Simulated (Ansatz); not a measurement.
**BH₃O₂Si: vertical ionisation energy**

An exercise on one series of results from a longer session: the logs are not shown, and one member is left open.

The runs use Ansatz 0.2.0, Gaussian basis; unrestricted cation, the program's frozen cores in correlated methods.

Plan: UKS PBE-D4/def2-TZVPP; UKS r2SCAN-D4/def2-TZVPP; UKS PBE0-D4/def2-TZVPP; UKS B3LYP-D4/def2-TZVPP; UKS wB97X-V/def2-TZVPP; UKS wB97M-V/def2-TZVPP; UKS B2PLYP/def2-TZVPP; UHF-CCSD(T)/def2-TZVPP; UHF-MP2/def2-QZVPP; extrapolation to the limit; then −ε(HOMO) from the neutral's earlier runs with LDA (SPW92), PBE-D4, revPBE-D4, BLYP-D4, r2SCAN-D4, B97M-V, PBE0-D4, B3LYP-D4, r2SCANh-D4, r2SCAN0-D4, HSE06-D4, BHLYP-D4, CAM-B3LYP-D4, LC-ωPBE, ωB97X-V, ωB97M-V.

### The geometry

All runs share one geometry, relaxed beforehand with PBE0-D4 in a triple-zeta def2 set.

SMILES `O[SiH]1BO1`, 7 atoms, charge 0, spin multiplicity 1.

Atoms are counted from 1 here; the program's logs count them from 0.

Bond lengths: O1–Si2 1.634 Å, O1–H5 0.959 Å, Si2–B3 1.884 Å, Si2–O4 1.735 Å, Si2–H6 1.481 Å, B3–O4 1.351 Å, B3–H7 1.190 Å. Angles: Si2–O1–H5 118.1°, O1–Si2–B3 123.1°, O1–Si2–O4 115.1°, O1–Si2–H6 109.6°, B3–Si2–O4 43.6°, B3–Si2–H6 126.9°, O4–Si2–H6 109.4°, Si2–B3–O4 62.3°, Si2–B3–H7 167.1°, O4–B3–H7 130.6°, Si2–O4–B3 74.1°.

The first run:

in.yaml

```yaml
crystal:
  periodic: [false, false, false]
  atoms:
    - {symbol: O, position_ang: [-1.085199, 0.702115, -1.140083]}
    - {symbol: Si, position_ang: [-0.027352, 0.467843, 0.083407]}
    - {symbol: B, position_ang: [1.232462, -0.933245, 0.100657]}
    - {symbol: O, position_ang: [0.040658, -1.153520, 0.696645]}
    - {symbol: H, position_ang: [-1.932614, 1.100717, -0.933828]}
    - {symbol: H, position_ang: [-0.336337, 1.400338, 1.191966]}
    - {symbol: H, position_ang: [2.169482, -1.652247, -0.044463]}
basis:
  gaussian: {orbitals: def2-TZVPP}
total_charge: 1
magnetization: {spin_polarized: true, initial_magnetization: 1}
hamiltonian: {xc: pbe, dispersion: d4}
```

Launch:

```bash
$ ansatz run in.yaml --threads 2 --pin off --events-out ev --progress --plain --max-ram 4352MiB
```

Among the steps run: Cation, UKS PBE-D4/def2-TZVPP; Cation, UKS r2SCAN-D4/def2-TZVPP; Cation, UKS PBE0-D4/def2-TZVPP; Cation, UKS B3LYP-D4/def2-TZVPP; Cation, UKS wB97X-V/def2-TZVPP; Cation, UKS wB97M-V/def2-TZVPP; Cation, UKS B2PLYP (frozen core)/def2-TZVPP; Cation, UHF-CCSD(T)/def2-TZVPP; Cation, UHF-MP2/def2-QZVPP.

One of the session's tables, all rows but one given; the rest of the session is left out.

For comparison, −ε(HOMO) of the neutral from earlier runs:

| functional | −ε(HOMO) (eV) |
| --- | --- |
| LDA (SPW92) | 5.92 |
| PBE-D4 | 5.79 |
| revPBE-D4 | 5.74 |
| BLYP-D4 | 5.68 |
| r2SCAN-D4 | 5.99 |
| B97M-V | ? |
| PBE0-D4 | 6.99 |
| B3LYP-D4 | 6.80 |
| r2SCANh-D4 | 6.44 |
| r2SCAN0-D4 | 7.12 |
| HSE06-D4 | 6.58 |
| BHLYP-D4 | 8.10 |
| CAM-B3LYP-D4 | 8.34 |
| LC-ωPBE | 9.64 |
| ωB97X-V | 9.30 |
| ωB97M-V | 9.14 |

Q: Estimate the row for B97M-V from the others.

The run gave: −ε(HOMO) (eV): 6.06. In the column «−ε(HOMO) (eV)» it lies between r2SCAN-D4 (5.99) and r2SCANh-D4 (6.44).
